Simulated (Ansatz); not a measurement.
# Li₂In, space group Cmcm: an equation of state with a fit

Computed with the Ansatz DFT code, driven from Python.

Notebook, run cell by cell (the value of a cell's last expression is shown):

In [1]:
```python
import ansatz
from ase.eos import EquationOfState
from ase.units import GPa
import numpy as np
```

In [2]:
```python
VECTORS = np.array([
    [2.34664, -5.02984, 0.0],
    [2.34664, 5.02984, 0.0],
    [0.0, 0.0, 4.67951],
])
SITES = [
    ("Li", [0.24265, 0.75735, 0.75]),
    ("Li", [0.75735, 0.24265, 0.25]),
    ("Li", [0.58945, 0.41055, 0.75]),
    ("Li", [0.41055, 0.58945, 0.25]),
    ("In", [0.91269, 0.08731, 0.75]),
    ("In", [0.08731, 0.91269, 0.25]),
]
```

In [3]:
```python
def build(cell):
    crystal = ansatz.Crystal(lattice=ansatz.Lattice.of(cell))
    for symbol, position in SITES:
        crystal = crystal.atom(symbol, position)
    return crystal

# scale the volume, keep shape and fractions
volumes, energies = [], []
for scale in np.linspace(0.95, 1.07, 5):
    cell = VECTORS * scale ** (1 / 3)
    calc = (
        build(cell).calculation()
        .functional("PBEsol")
        .basis(18 * ansatz.Ha)
        .occupations("methfessel_paxton", width=0.1)
        .scf(tolerance=1e-09)
        .kpoints(6, 6, 5)
    )
    report = calc.run(threads=1, pin="off").report
    volumes.append(abs(np.linalg.det(cell)) / len(SITES))
    energies.append(report["free_energy_ev"] / len(SITES))
    print(f"V = {volumes[-1]:8.4f} A^3/atom  F = {energies[-1]:.5f} eV/atom")
```
```text
V =  17.4905 A^3/atom  F = -1977.44778 eV/atom
V =  18.0429 A^3/atom  F = -1977.44969 eV/atom
V =  18.5952 A^3/atom  F = -1977.44812 eV/atom
V =  19.1475 A^3/atom  F = -1977.44358 eV/atom
V =  19.6999 A^3/atom  F = -1977.43654 eV/atom
```

In [4]:
```python
eos = EquationOfState(volumes, energies, eos="vinet")
v0, e0, bulk = eos.fit()
print(f"V0 = {v0:.4f} A^3/atom, E0 = {e0:.5f} eV/atom, B = {bulk / GPa:.1f} GPa")
```
```text
V0 = 18.0547 A^3/atom, E0 = -1977.44969 eV/atom, B = 32.8 GPa
```

A third-order Birch-Murnaghan fit through the 5 points (the script's own form differs a little) has its minimum at 18.05 Å³ an atom, 1.9 % below the typed cell, with a bulk modulus of 33 GPa and dB/dP = 4.3. From that minimum the energy rises by 1.9 meV an atom on the compressed side and 13.1 meV on the expanded side.

Caveats:
- Total energies depend on the potentials; only differences at equal settings carry meaning.
- Shape and fractional positions are held along the curve, so the bulk modulus is an upper value where they are free to relax, by a factor of two or more in layered or hydrogen-bonded cells.
- The mesh is modest for a metal, so energies can be off by several to tens of meV an atom and pressures by half a GPa or more; differences at equal mesh fare better.
- The structure comes from a database of computed cells and needn't be a stable or known phase.
- Wall time of the script: 28 s on 1 thread of Arm Neoverse V2, on a shared host, peak memory 0.5 GiB.
